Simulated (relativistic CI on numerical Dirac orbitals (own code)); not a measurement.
# Cs LV (Cs⁵⁴⁺): levels and lines

The task is the spectrum of Cs⁵⁴⁺: levels, purity of their labels, lifetimes and lines; further runs change one setting each.

The numbers are computed with relativistic CI on numerical Dirac orbitals (own code) version 2 (Dirac-Coulomb-Breit CI, KLI orbitals optimised for each configuration, model QED (radiative potential, 1s self-energy scaled to tabulated hydrogen-like ionisation energies)), except any that are marked as measured or tabulated.

### 1 The atom as given

- ion: Cs⁵⁴⁺ (Cs LV)
- nuclear charge: 55
- electrons: 1
- isotope: A = 133
- first configuration typed: 1s

The outer shells:

first configuration typed
```
1s [↑ ]
```

### 2 CI with the chosen configurations

Settings of the run:

```ini
atom Cs  Z=55  charge=54  electrons=1
nucleus A=133  rms_radius_fm=4.8041
hamiltonian dirac-coulomb  breit=on  qed=on  c_scale=1
orbitals kli  potential=per-configuration
slater_scale 1
correlation none
mixing on
configurations
  1s
  2s
  2p
  3s
  3p
  3d
  4s
  4p
  4d
  4f
  5s
  5p
  5d
  5f
  5g
  6s
  6p
  6d
end
```

### 3 Without QED terms

The settings differ from step 2 so:

```diff
@@ -2,3 +2,3 @@
 nucleus A=133  rms_radius_fm=4.8041
-hamiltonian dirac-coulomb  breit=on  qed=on  c_scale=1
+hamiltonian dirac-coulomb  breit=on  qed=off  c_scale=1
 orbitals kli  potential=per-configuration
```

### 4 Non-relativistic limit (c × 1000)

The settings differ from step 3 so:

```diff
@@ -2,3 +2,3 @@
 nucleus A=133  rms_radius_fm=4.8041
-hamiltonian dirac-coulomb  breit=on  qed=off  c_scale=1
+hamiltonian dirac-coulomb  breit=off  qed=off  c_scale=1000
 orbitals kli  potential=per-configuration
```

(Steps that only read results are left out.)

What does the calculation give? Wanted: lowest level; first excitation; lowest level of the other parity; fastest E1 line; ionisation energy.

As calculated:

| run | time | mean size of shift, levels followed (cm⁻¹) | lowest level | ionisation energy (eV) |
| --- | --- | --- | --- | --- |
| main run | 0.79 s | 0 | 1s 2S1/2 | 42913 |
| without QED terms | 0.19 s | 366315 | 1s 2S1/2 | 42960 |
| non-relativistic limit (c × 1000) | 0.24 s | 12817264 | 1s 2S1/2 | - |

| quantity | value |
| --- | --- |
| lowest level | 1s 2S1/2 |
| first excitation | 2p 2P°1/2, 32.057 keV |
| lowest level of the other parity | 2p 2P°1/2, 32.057 keV |
| levels in the model | 30 |
| fastest E1 line (by rate) to the lowest level | 0.03813 nm, from 2p 2P°3/2 |
| ionisation energy | 42913 eV |

**Reading.** 1s 2S1/2 comes out lowest; its LS label holds 100 % and its jj label 100 %; over the low levels the means are 100 and 100 %, so both schemes do about equally well. The largest mover is «non-relativistic limit (c × 1000)» (12817264 cm⁻¹ on average). Lifetimes count radiative decay inside the model alone.
